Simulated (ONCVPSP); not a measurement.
# Li: generating and testing an ONCV potential

Do these settings give a usable potential? It is generated, then checked for transferability, scattering, ghosts and hardness.

Program: ONCVPSP 4.0.1.1 (patched build). Reference atom: LDA (Perdew-Wang 92), scalar-relativistic, spherical and spin-unpolarised. All values are calculated.

## (1) The atom and the settings

Typed settings, in words:

* element: lithium (Li, Z = 3)
* type: optimised norm-conserving Vanderbilt (ONCV)
* frozen core: none
* valence charge: 3
* reference configuration: 1s2 2s1
* partial waves: 1s+2s: rc 0.90 bohr, ncon 5, nbas 8, qcut 11.5 1/bohr, 2 projectors; p scattering state at 0.04 Ha: rc 0.70 bohr, ncon 4, nbas 8, qcut 14 1/bohr, local; d scattering state at 0.29 Ha: rc 0.70 bohr, ncon 4, nbas 7, qcut 11.9 1/bohr, 2 projectors, debl 1.4 Ha
* local potential: the p channel
* core correction: not asked for

An earlier all-electron run gives the scale for the radii.

All-electron outer shells of the reference configuration (LDA (PZ), scalar-relativistic, ld1.x):

```json
{"shell": "1s", "level (eV)": "-51.10", "outermost node (bohr)": "–", "outermost maximum (bohr)": "0.36"}
{"shell": "2s", "level (eV)": "-2.88", "outermost node (bohr)": "0.84", "outermost maximum (bohr)": "3.12"}
{"shell": "2p", "level (eV)": "-1.13", "outermost node (bohr)": "–", "outermost maximum (bohr)": "3.91"}
```

## (2) Generation

Li.dat reads:

```
# ATOM AND REFERENCE CONFIGURATION
# atsym  z   nc   nv     iexc    psfile
  Li 3.00    0    2  -001012      upf
#
#   n    l    f
    1    0    2.00
    2    0    1.00
#
# PSEUDOPOTENTIAL AND OPTIMIZATION
# lmax
    2
#
#   l,   rc,      ep,       ncon, nbas, qcut
    0    0.90    0.00    5    8   11.50
    1    0.70    0.04    4    8   14.00
    2    0.70    0.29    4    7   11.90
#
# LOCAL POTENTIAL
# lloc, lpopt,  rc(5),   dvloc0
    1    5    0.70    0.00
#
# VANDERBILT-KLEINMAN-BYLANDER PROJECTORs
# l, nproj, debl
    0    2    1.10
    1    0    2.80
    2    2    1.40
#
# MODEL CORE CHARGE
# icmod, fcfact, rcfact
    0    0.00    0.00
#
# LOG DERIVATIVE ANALYSIS
# epsh1, epsh2, depsh
   -3.00    5.00    0.02
#
# OUTPUT GRID
# rlmax, drl
    6.00    0.01
#
# TEST CONFIGURATIONS
# ncnf
    4
# nvcnf
#   n    l    f
    2
    1    0    2.00
    2    0    0.00
#
    2
    1    0    2.00
    2    0    0.50
#
    3
    1    0    2.00
    2    0    0.00
    2    1    1.00
#
    2
    1    0    1.00
    2    0    1.00
#
```

On the command line:

```
$ oncvpsp.x < Li.dat > Li.out
```

Q: Predict the outcome of this session. Wanted: cutoffs for 1 and 0.1 mHa per electron, occupied waves; bound ghosts; GHOST(+) flags; largest test error; largest phase difference near zero energy, channels read.

The runs gave:

| quantity | value |
| --- | --- |
| cutoffs for 1 and 0.1 mHa per electron, occupied waves | 59 Ha and 146 Ha |
| bound ghosts | none found |
| GHOST(+) flags | none at low energy |
| largest test error (AE − PS) | +324 meV, for 1s1 2s1 |
| largest phase difference near zero energy, channels read | 0.000 rad |

**Reading.** The worst unpolarised test, 1s1 2s1, is off by 324 meV on 67.4 eV; by total energies transferability rates as poor. That test lies far up in energy; among those under 40 eV, nearer to bonding, the largest error is 0.2 meV. By its cutoff, 59 Ha for the looser tolerance, it is hard. At the looser tolerance the 1s wave is the slowest; 2s needs 41 Ha. No bound ghost shows below the valence levels. Near zero energy the phases of the channels with partial waves agree within 0.001 rad.
